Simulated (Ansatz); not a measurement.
Which YAML input does this script hand to the engine? (Ansatz's Python interface)

`bands_taw.py`:
```python
'''Bands of TaW along a path through the zone.'''

import ansatz as az
import numpy as np

XC = 'r2scan'
FILLING = 'methfessel_paxton'
WIDTH_EV = 0.05
K_DENSITY = 3.1
TOLERANCE = 1e-07
EXTRA_BANDS = 6

lattice = az.Lattice.of(
    [1.61413, -2.30703, 0.0],
    [1.61413, 2.30703, 0.0],
    [0.0, 0.0, 4.5214],
)
sites = [
    ('Ta', [0.0, 0.0, 0.0]),
    ('W', [0.5, 0.5, 0.5]),
]
xtal = az.Crystal(lattice=lattice)
for symbol, position in sites:
    xtal = xtal.atom(symbol, position)

# high-symmetry points in fractions of the reciprocal vectors
path = [
    ('G', (0.0, 0.0, 0.0)),
    ('S', (0.0, 0.5, 0.0)),
    ('R', (0.0, 0.5, 0.5)),
    ('Z', (0.0, 0.0, 0.5)),
    ('T', (-0.5, 0.5, 0.5)),
]
calc = (
    xtal.calculation()
    .functional(XC)
    .occupations(FILLING, width=WIDTH_EV)
    .kpoints(density=K_DENSITY)
    .scf(tolerance=TOLERANCE)
    .pseudopotentials('paw')
    .band_structure([point for _, point in path], intervals=6)
    .scf(extra_bands=EXTRA_BANDS)
    .density_of_states(energy_step=0.05, projected=True)
)
outcome = calc.run()
rep = outcome.report

n_atoms = len(rep['lattice']['sites'])
print('F =', round(rep['free_energy_ev'], 4), 'eV for', n_atoms, 'atoms')
print('E(sigma -> 0) =', round(rep['energy_sigma0_ev'], 4), 'eV, TS =', round(rep['entropy_ts_ev'], 5), 'eV')
print('closed by', rep['closed_by'], 'after', rep['n_iterations'], 'iterations')

print('doubts on the final state:', rep['published_state_doubts'] or 'none')
print('warnings:', sorted({n['data']['kind'] for n in outcome.notices if n['data'].get('severity') in ('warning', 'doubt')}) or 'none')

# d-band centre and width over a window about the Fermi level
dos = outcome.density_of_states()
energy = np.asarray(dos.energies_ev) - dos.fermi_ev
window = (energy > -10) & (energy < 3)
for index, site in enumerate(outcome.projected_density_of_states().sites):
    for shell in site.shells:
        if shell.l == 2:
            g = sum(np.sum(part.g_bin_mean_per_ev, axis=0) for part in shell.curves)[window]
            if g.sum() > 1e-6:
                centre = (g * energy[window]).sum() / g.sum()
                width = np.sqrt((g * (energy[window] - centre) ** 2).sum() / g.sum())
                print(f'site {index} {site.species} {shell.label}: centre {centre:.3f} eV, rms width {width:.3f} eV')

bands = outcome.band_structure()
fermi = bands.fermi_energy_ev
for spin, channel in enumerate(bands.channels):
    print('channel', spin, '- computed levels within 6 eV of the Fermi level')
    for i, (label, _) in enumerate(path):
        levels = channel.eigenvalues_ev[i * 6] - fermi
        print(f'  {label:3s}', ' '.join(f'{e:7.3f}' for e in levels if abs(e) < 6))
```

```console
$ python bands_taw.py
DeckWarning: basis.ecutwfc = 500 eV, auto-derived from the records' recommended cutoffs: set by Ta (their level for a meta-GGA)
F = -20341.7382 eV for 2 atoms
E(sigma -> 0) = -20341.7381 eV, TS = 0.00036 eV
closed by deck_thresholds after 8 iterations
doubts on the final state: none
warnings: none
site 0 Ta 5D: centre -1.154 eV, rms width 2.212 eV
site 1 W 5D: centre -1.146 eV, rms width 2.288 eV
channel 0 - computed levels within 6 eV of the Fermi level
  G    -5.228  -2.386  -0.161   0.033   0.373   1.534   3.034   3.256   4.242   5.061
  S    -4.104  -3.596  -2.323  -1.789  -1.434  -0.932   2.432   3.826   3.889   5.422
  R    -5.339  -5.174  -2.587  -2.154   1.177   1.525   3.196   3.461   4.709   5.285
  Z    -1.675  -0.989  -0.677  -0.162   2.087   2.225   3.092   3.531   3.542   4.624
  T    -3.872  -3.465  -2.811  -2.430   0.057   0.778   1.082   1.964   5.879
```
(Warnings from the package without file and line.)

`input.yaml`:
```yaml
crystal:
  lattice:
    - [1.61413, -2.30703, 0.0]
    - [1.61413, 2.30703, 0.0]
    - [0.0, 0.0, 4.5214]
  atoms:
    - { symbol: Ta, position: [0.0, 0.0, 0.0] }
    - { symbol: W, position: [0.5, 0.5, 0.5] }
kpoints:
  mp_grid:
    kspacing: 0.3225806451612903
  band_path:
    path:
      - [0.0, 0.0, 0.0]
      - [0.0, 0.5, 0.0]
      - [0.0, 0.5, 0.5]
      - [0.0, 0.0, 0.5]
      - [-0.5, 0.5, 0.5]
    npoints: 6
hamiltonian:
  xc: r2scan
  pseudopotentials:
    kind: paw
scf:
  n_extra_bands: 6
  convergence:
    dr2_threshold: 1.0e-07
  occupations:
    method: methfessel_paxton
    width: 0.05
output:
  dos:
    de: 0.05
    projected: true
```

Absolute energies stand on the zero of these potentials, so only differences at equal settings mean something. A total without «per atom» is that of the cell as typed. For a metal this k-point mesh is coarse: on a finer one energies can move by several to tens of meV an atom and pressures by half a GPa or more, differences at one mesh by less. Projections exist only for the shells that the potentials hold, some of them semicore, and samples at single energies can miss narrow peaks. The structure comes from a database of computed cells and needn't be a stable or known phase. Levels are Kohn-Sham eigenvalues on this mesh, without spin-orbit coupling. The computed bands are complete only to about 4.7 eV above the Fermi level; beyond that the density of states is undercounted. A band centre counts only the states inside the window taken. Hardware and time: 6.3 s on 1 thread of Arm Neoverse V2, on a shared host, peak memory 0.47 GiB.

(Lines on the test bed's own set-up are left out of the output.)
